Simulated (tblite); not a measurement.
# H20Si46: the cost of one run

Programs: tblite 0.8.0 and PySCF 2.14.0, with routines of our own; each step states its level. All values are computed. Atoms count from 0.

### Step 1. The system as given

66 atoms, charge 0, multiplicity 1; geometry from: force field, distance geometry or constructed start.

### Step 2. Relaxing the molecule with GFN1-xTB

The job: settings as JSON, then the geometry in Å.

```
{"job": {"kind": "relax", "xc": "GFN1-xTB", "basis": "xTB"}, "charge": 0, "multiplicity": 1}
Si    -8.705700     2.792100    -0.226600
Si   -10.649500     3.914100     0.218100
Si   -12.576800     2.791600    -0.224000
Si   -12.582700     0.563200     0.218800
Si   -10.647300    -0.560000    -0.221600
Si    -8.713900     0.558300     0.222400
Si     4.839300    -0.557100    -0.228300
Si     2.906900     0.561500     0.226500
Si     0.970500    -0.560900    -0.225400
Si     0.965000    -2.794700     0.226600
Si     2.901400    -3.912700    -0.227100
Si     4.836700    -2.795900     0.225000
Si    -0.971200     2.794600    -0.220000
Si    -2.901300     3.910900     0.222300
Si    -4.841400     2.799000    -0.224800
Si    -4.841100     0.559400     0.231300
Si    -2.903100    -0.556900    -0.224100
Si    -0.968900     0.555400     0.224000
Si   -14.518300    -0.557000    -0.222500
Si   -14.514900    -2.793000     0.227700
Si   -12.584300    -3.907700    -0.223500
Si   -10.647200    -2.792400     0.224800
Si     2.906900     2.798500    -0.218400
Si     0.963600     3.907200     0.223500
Si    14.518200     2.796500    -0.224100
Si    12.575900     3.910600     0.227500
Si    10.647000     2.796200    -0.225700
Si    10.645700     0.559400     0.226200
Si    12.582600    -0.558400    -0.227000
Si    14.518800     0.559200     0.228400
Si    -6.771300     3.912100     0.223900
Si    -6.776800    -0.557500    -0.224800
Si    -6.775900    -2.793800     0.223100
Si    -4.837100    -3.912800    -0.221300
Si    -2.902300    -2.792100     0.221700
Si     8.711100     3.913700     0.222100
Si     6.774100     2.794000    -0.229100
Si     6.775800     0.561300     0.222400
Si     8.711700    -0.562700    -0.225100
Si    -0.972600    -3.908100    -0.223800
Si     6.774800    -3.913800    -0.221200
Si     8.716500    -2.799500     0.228700
Si    10.651200    -3.910500    -0.228600
Si    12.584600    -2.794400     0.223200
Si    -8.714300    -3.909800    -0.222600
Si     4.837300     3.913100     0.221600
H    -10.643900     5.323300    -0.059800
H    -13.804900     3.502400     0.061500
H      2.905100    -5.322800     0.059400
H     -2.901600     5.323900    -0.057200
H    -15.741200     0.139700     0.062300
H    -15.733700    -3.498500    -0.059500
H    -12.582400    -5.323600     0.059300
H      0.964400     5.321600    -0.062200
H     15.741000     3.498900     0.060700
H     12.581500     5.326200    -0.058600
H     15.746900    -0.152700    -0.061100
H     -6.772200     5.330800    -0.059900
H     -4.839100    -5.323900     0.063200
H      8.709700     5.325200    -0.060200
H     -0.971600    -5.322300     0.060700
H      6.778800    -5.323500     0.057300
H     10.648000    -5.322500     0.060000
H     13.804400    -3.496300    -0.058100
H     -8.704900    -5.319900     0.061200
H      4.834300     5.325000    -0.057900
```

Started as:

```
OMP_NUM_THREADS=8 python large_run.py task.json out
```

The driver reads the jobs from task.json and runs them one after another.

Q: Estimate the wall time and peak memory of this first job on 8 threads of Arm Neoverse N1, shared host.

About 40 s, with a peak of 0.17 GiB.
